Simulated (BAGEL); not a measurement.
# HF/6-31G(d) (density fitting with cc-pvqz-jkfit, spherical functions) run of CHF3O3S (triflic acid)

Aim: the energy change on altering one bond length of CHF3O3S (triflic acid) at HF/6-31G* (density fitting with cc-pvqz-jkfit, spherical functions), from 2 runs. 

The results are computed with BAGEL 1.2.2.

2 further runs of the same task are left out: 2 that didn't finish.

### 1 Starting point

The species is CHF3O3S (9 atoms), meant as a singlet with charge 0. SMILES: `O=S(=O)(O)C(F)(F)F`. The coordinates come from a PBE0-D4/def2-TZVP relaxation. This is one conformer, not always the lowest.

Bond lengths: O1–S2 1.422 Å, S2–O3 1.414 Å, S2–O4 1.577 Å, S2–C5 1.848 Å, C5–F6 1.327 Å, C5–F7 1.320 Å, C5–F8 1.319 Å, O4–H9 0.968 Å. Some angles: O1–S2–O3 123.8°, O1–S2–O4 109.3°, O1–S2–C5 106.8°, O3–S2–O4 107.4°, O3–S2–C5 107.2°, O4–S2–C5 99.5°, S2–C5–F6 109.4°, S2–C5–F7 108.8°, S2–C5–F8 110.4°, F6–C5–F7 109.4°.

### 2 The energy at HF/6-31G(d) (density fitting with cc-pvqz-jkfit, spherical functions)

Input file input.json:

```json
{ "bagel" : [

{
  "title" : "molecule",
  "basis" : "6-31gs.json",
  "df_basis" : "cc-pvqz-jkfit",
  "angstrom" : true,
  "geometry" : [
    { "atom" : "O", "xyz" : [    1.462890,   -0.581870,    0.985740 ] },
    { "atom" : "S", "xyz" : [    0.298500,   -0.778940,    0.194370 ] },
    { "atom" : "O", "xyz" : [    0.144480,   -1.837650,   -0.729970 ] },
    { "atom" : "O", "xyz" : [   -0.972740,   -0.777950,    1.128120 ] },
    { "atom" : "C", "xyz" : [    0.003130,    0.796730,   -0.725230 ] },
    { "atom" : "F", "xyz" : [   -0.076560,    1.801740,    0.138180 ] },
    { "atom" : "F", "xyz" : [    1.014380,    1.004120,   -1.547510 ] },
    { "atom" : "F", "xyz" : [   -1.120920,    0.723830,   -1.412290 ] },
    { "atom" : "H", "xyz" : [   -0.753170,   -0.350000,    1.968590 ] }
  ]
},
{ "title" : "hf" },
{ "title" : "print", "file" : "orbitals.molden", "orbitals" : true }

]}
```

The basis set 6-31G* is read from a file made from the Basis Set Exchange's data (not shown).

On the command line:

```sh
BAGEL_NUM_THREADS=1 BAGEL input.json > input.out
```

The program printed:

```text
* using 1 threads per process

  ===============================================================
  ===============================================================

  *** Geometry ***

  { "atom" : "O", "xyz" : [      2.764461,     -1.099575,      1.862779 ] },
  { "atom" : "S", "xyz" : [      0.564083,     -1.471983,      0.367306 ] },
  { "atom" : "O", "xyz" : [      0.273028,     -3.472655,     -1.379443 ] },
  { "atom" : "O", "xyz" : [     -1.838212,     -1.470112,      2.131838 ] },
  { "atom" : "C", "xyz" : [      0.005915,      1.505601,     -1.370486 ] },
  { "atom" : "F", "xyz" : [     -0.144677,      3.404795,      0.261122 ] },
  { "atom" : "F", "xyz" : [      1.916900,      1.897512,     -2.924370 ] },
  { "atom" : "F", "xyz" : [     -2.118232,      1.367840,     -2.668841 ] },
  { "atom" : "H", "xyz" : [     -1.423285,     -0.661404,      3.720096 ] },

  Number of auxiliary basis functions:      941

  Since a DF basis is specified, we compute 2- and 3-index integrals:
    o Being stored without compression. Storage requirement is 0.105 GB

  Number of basis functions:      118
  Number of electrons      :       74

    * METHOD: MOLECULE                             1.42

  *** RHF ***

  === Nuclear Repulsion ===
   572.2655299842

      * DIIS with orbital gradients will be used.

  === RHF iteration (6-31gs.json) ===
      0       -958.13667912          0.02585584           0.49
      1       -958.42051709          0.02028528           0.48
      2       -958.75748381          0.00136672           0.48
      3       -958.75986811          0.00061327           0.52
      4       -958.76032280          0.00013515           0.46
      5       -958.76035057          0.00003591           0.47
      6       -958.76035338          0.00001235           0.47
      7       -958.76035371          0.00000348           0.46
      8       -958.76035372          0.00000182           0.45
      9       -958.76035372          0.00000038           0.50
     10       -958.76035372          0.00000018           0.46
     11       -958.76035372          0.00000006           0.47
     12       -958.76035372          0.00000002           0.48
     13       -958.76035372          0.00000001           0.47
    * SCF iteration converged.

    * Permanent dipole moment:
           (    0.568864,    -0.801105,    -0.787711) a.u.

    * METHOD: HF                                   7.44

    * METHOD: PRINT                                0.06

  ===============================================================
```

It took 9.6 s on 1 thread of AMD EPYC 7R43 (Zen 3), shared host; peak memory 0.34 GiB.

### 3 The distorted shape

Input file hf.json:

```json
{ "bagel" : [

{
  "title" : "molecule",
  "basis" : "6-31gs.json",
  "df_basis" : "cc-pvqz-jkfit",
  "angstrom" : true,
  "geometry" : [
    { "atom" : "O", "xyz" : [       1.551503,      -1.054580,       1.261625 ] },
    { "atom" : "S", "xyz" : [       0.387113,      -1.251650,       0.470255 ] },
    { "atom" : "O", "xyz" : [       0.233093,      -2.310360,      -0.454085 ] },
    { "atom" : "O", "xyz" : [      -0.884127,      -1.250660,       1.404005 ] },
    { "atom" : "C", "xyz" : [       0.003130,       0.796730,      -0.725230 ] },
    { "atom" : "F", "xyz" : [      -0.076560,       1.801740,       0.138180 ] },
    { "atom" : "F", "xyz" : [       1.014380,       1.004120,      -1.547510 ] },
    { "atom" : "F", "xyz" : [      -1.120920,       0.723830,      -1.412290 ] },
    { "atom" : "H", "xyz" : [      -0.664557,      -0.822710,       2.244475 ] }
  ]
},

{
  "title" : "hf"
},

{
  "title" : "print",
  "file" : "orbitals.molden",
  "orbitals" : true
}

]}
```

The basis set 6-31G* is read from a file made from the Basis Set Exchange's data (not shown).

On the command line:

```sh
BAGEL_NUM_THREADS=1 BAGEL hf.json > hf.out
```

The program printed:

```text
* using 1 threads per process

  ===============================================================
  ===============================================================

  *** Geometry ***

  { "atom" : "O", "xyz" : [      2.931916,     -1.992867,      2.384126 ] },
  { "atom" : "S", "xyz" : [      0.731538,     -2.365276,      0.888653 ] },
  { "atom" : "O", "xyz" : [      0.440482,     -4.365948,     -0.858096 ] },
  { "atom" : "O", "xyz" : [     -1.670758,     -2.363405,      2.653185 ] },
  { "atom" : "C", "xyz" : [      0.005915,      1.505601,     -1.370486 ] },
  { "atom" : "F", "xyz" : [     -0.144677,      3.404795,      0.261122 ] },
  { "atom" : "F", "xyz" : [      1.916900,      1.897512,     -2.924370 ] },
  { "atom" : "F", "xyz" : [     -2.118232,      1.367840,     -2.668841 ] },
  { "atom" : "H", "xyz" : [     -1.255831,     -1.554697,      4.241443 ] },

  Number of auxiliary basis functions:      941

  Since a DF basis is specified, we compute 2- and 3-index integrals:
    o Being stored without compression. Storage requirement is 0.105 GB

  Number of basis functions:      118
  Number of electrons      :       74

    * METHOD: MOLECULE                             1.41

  *** RHF ***

  === Nuclear Repulsion ===
   532.6705477464

      * DIIS with orbital gradients will be used.

  === RHF iteration (6-31gs.json) ===
      0       -958.07453117          0.02527076           0.48
      1       -958.33950262          0.02004941           0.46
      2       -958.68264049          0.00142553           0.45
      3       -958.68535149          0.00065829           0.52
      4       -958.68593728          0.00015442           0.47
      5       -958.68597646          0.00004666           0.49
      6       -958.68598072          0.00001702           0.56
      7       -958.68598133          0.00000576           0.51
      8       -958.68598137          0.00000214           0.53
      9       -958.68598138          0.00000088           0.46
     10       -958.68598138          0.00000036           0.39
     11       -958.68598138          0.00000014           0.37
     12       -958.68598138          0.00000006           0.38
     13       -958.68598138          0.00000002           0.38
     14       -958.68598138          0.00000001           0.39
    * SCF iteration converged.

    * Permanent dipole moment:
           (    0.553031,    -0.768306,    -0.801514) a.u.

    * METHOD: HF                                   7.62

    * METHOD: PRINT                                0.06

  ===============================================================
```

Run time: 9.6 s. Hardware: 1 thread of AMD EPYC 7R43 (Zen 3), shared host; peak memory 0.34 GiB.

### 4 What came out

Level: HF/6-31G* (density fitting with cc-pvqz-jkfit, spherical functions).

| quantity | value |
| --- | --- |
| first shape: total energy | -958.76035 Eh |
| first shape: dipole moment | 3.20 D |
| first shape: HOMO energy | -14.00 eV |
| first shape: LUMO energy | 4.59 eV |
| first shape: HOMO–LUMO gap | 18.59 eV |
| distorted shape: total energy | -958.68598 Eh |
| distorted shape: dipole moment | 3.15 D |
| distorted shape: HOMO energy | -11.80 eV |
| distorted shape: LUMO energy | 1.12 eV |
| distorted shape: HOMO–LUMO gap | 12.92 eV |
| energy change with the S2–C5 bond stretched from 1.848 to 2.403 Å | 2.024 eV |

What this shows: With the S2–C5 bond stretched from 1.848 to 2.403 Å the energy rises by 2.02 eV (195 kJ/mol). The first shape isn't relaxed at this level, so the change isn't measured from a minimum.
